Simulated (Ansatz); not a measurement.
**CH3Cl2F2NW: basis-set convergence**

How large a basis does CH3Cl2F2NW need? Two functionals are run in growing sets.

Method: one geometry, several basis sets; program: Ansatz 0.2.0, Gaussian basis.

Plan: PBE0-D4/def2-SVP; ωB97M-V/def2-SVP; PBE0-D4/def2-QZVPP; ωB97M-V/def2-QZVPP; the functionals' def2-TZVPP values are taken from earlier runs.

**1. Structure used throughout**

The geometry comes from an earlier relaxation with PBE0-D4 in a triple-zeta def2 set; it is a stationary point, not always the lowest conformer. W takes the def2 core potential; no spin-orbit term is included.

SMILES `C[N]=[W]([F])([F])([Cl])[Cl]`, 10 atoms, charge 0, spin multiplicity 1.

Atoms are counted from 1 here; the program's logs count them from 0.

Bond lengths: C1–N2 1.413 Å, C1–H8 1.094 Å, C1–H9 1.094 Å, C1–H10 1.093 Å, N2–W3 1.700 Å, W3–F4 1.870 Å, W3–F5 1.870 Å, W3–Cl6 2.297 Å, W3–Cl7 2.297 Å. Angles: N2–C1–H8 109.7°, N2–C1–H9 109.7°, N2–C1–H10 110.1°, H8–C1–H9 109.1°, H8–C1–H10 109.1°, H9–C1–H10 109.1°, C1–N2–W3 178.9°, N2–W3–F4 105.1°, N2–W3–F5 105.1°, N2–W3–Cl6 102.6°, N2–W3–Cl7 102.6°, F4–W3–F5 84.0°, F4–W3–Cl6 86.5°, F4–W3–Cl7 152.2°, F5–W3–Cl6 152.2°, F5–W3–Cl7 86.5°, Cl6–W3–Cl7 89.8°.

**2. PBE0-D4 in def2-SVP**

The input, in.yaml:

```yaml
crystal:
  periodic: [false, false, false]
  atoms:
    - {symbol: C, position_ang: [0.498702, -1.720377, -0.036219]}
    - {symbol: N, position_ang: [0.072450, -0.373701, -0.045378]}
    - {symbol: W, position_ang: [-0.420059, 1.253274, -0.032868]}
    - {symbol: F, position_ang: [-2.288757, 1.196944, 0.025174]}
    - {symbol: F, position_ang: [-0.684596, 1.696860, -1.830611]}
    - {symbol: Cl, position_ang: [-0.504322, 1.733299, 2.212274]}
    - {symbol: Cl, position_ang: [1.574118, 2.382733, -0.191828]}
    - {symbol: H, position_ang: [1.539133, -1.780152, -0.367476]}
    - {symbol: H, position_ang: [0.422158, -2.124196, 0.977143]}
    - {symbol: H, position_ang: [-0.125726, -2.315882, -0.707312]}
basis:
  gaussian: {orbitals: def2-SVP}
hamiltonian: {xc: pbe0, dispersion: d4}
output: {orbitals: {seedname: orbitals}}
```

The run is started by

```sh
ansatz run in.yaml --threads 4 --pin off --events-out ev --progress --plain --max-ram 11315MiB
```

The runs that follow: ωB97M-V in def2-SVP; PBE0-D4 in def2-QZVPP; ωB97M-V in def2-QZVPP.

**Question.** What will the summary of the whole plan be? Wanted: PBE0-D4: double and triple zeta above quadruple; ωB97M-V: double and triple zeta above quadruple.

The runs gave:

| quantity | value |
| --- | --- |
| PBE0-D4: double and triple zeta above quadruple | 20.07, 1.19 eV |
| ωB97M-V: double and triple zeta above quadruple | 20.20, 1.13 eV |

PBE0-D4 gains 18.89 eV from double to triple zeta, then 1.19 eV more. These are total energies; as a rule much of such shifts cancels in differences, which this series doesn't test.
